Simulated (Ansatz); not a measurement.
# ClH₃NO₂Si radical: small, medium and large basis sets

An exercise on one series of results from a longer session: the logs are not shown, and one member is left open.

Method: one geometry, several basis sets; program: Ansatz 0.2.0, Gaussian basis.

The runs, in order: PBE0-D4/def2-SVP; ωB97M-V/def2-SVP; PBE0-D4/def2-QZVPP; ωB97M-V/def2-QZVPP; the functionals' def2-TZVPP values are taken from earlier runs.

### The geometry

All runs share one geometry, relaxed beforehand with PBE0-D4 in a triple-zeta def2 set.

SMILES `[NH][Si](O)(O)Cl`, 8 atoms, charge 0, spin multiplicity 2.

Atoms are counted from 1 here; the program's logs count them from 0.

Bond lengths: N1–Si2 1.731 Å, N1–H6 1.020 Å, Si2–O3 1.625 Å, Si2–O4 1.628 Å, Si2–Cl5 2.048 Å, O3–H7 0.958 Å, O4–H8 0.960 Å. Angles: Si2–N1–H6 116.3°, N1–Si2–O3 104.8°, N1–Si2–O4 107.9°, N1–Si2–Cl5 115.9°, O3–Si2–O4 114.7°, O3–Si2–Cl5 109.3°, O4–Si2–Cl5 104.5°, Si2–O3–H7 118.0°, Si2–O4–H8 116.6°.

The first run:

File in.yaml:

```yaml
crystal:
  periodic: [false, false, false]
  atoms:
    - {symbol: N, position_ang: [-0.891349, 0.629033, 1.216841]}
    - {symbol: Si, position_ang: [0.027104, 0.060218, -0.135098]}
    - {symbol: O, position_ang: [1.543755, -0.091777, 0.427399]}
    - {symbol: O, position_ang: [-0.649648, -1.327170, -0.650891]}
    - {symbol: Cl, position_ang: [0.034508, 1.271469, -1.787080]}
    - {symbol: H, position_ang: [-1.437679, 1.476793, 1.067138]}
    - {symbol: H, position_ang: [2.262890, -0.069654, -0.205628]}
    - {symbol: H, position_ang: [-0.797481, -2.006012, 0.011418]}
basis:
  gaussian: {orbitals: def2-SVP}
magnetization: {spin_polarized: true, initial_magnetization: 1}
hamiltonian: {xc: pbe0, dispersion: d4}
output: {orbitals: {seedname: orbitals}}
```

Run with:

```sh
$ ansatz run in.yaml --threads 4 --pin off --events-out ev --progress --plain --max-ram 10444MiB
```

Steps of the session up to this table: PBE0-D4 in def2-SVP; ωB97M-V in def2-SVP; PBE0-D4 in def2-QZVPP; ωB97M-V in def2-QZVPP.

One of the session's tables, all rows but one given; the rest of the session is left out.

It belongs to the step «Density functionals: the series». 

```
functional       basis  HOMO (eV)  LUMO (eV)
   PBE0-D4    def2-SVP      -8.02      -3.32
   PBE0-D4  def2-TZVPP      -8.32      -3.62
   PBE0-D4  def2-QZVPP      -8.38      -3.69
   ωB97M-V    def2-SVP     -10.33      -1.13
   ωB97M-V  def2-TZVPP          ?          ?
   ωB97M-V  def2-QZVPP     -10.72      -1.63
```

**Question.** Estimate the row for ωB97M-V, def2-TZVPP.

The run gave: HOMO (eV): -10.66; LUMO (eV): -1.53. In the column «HOMO (eV)» it lies between ωB97M-V, def2-QZVPP (-10.72) and ωB97M-V, def2-SVP (-10.33).
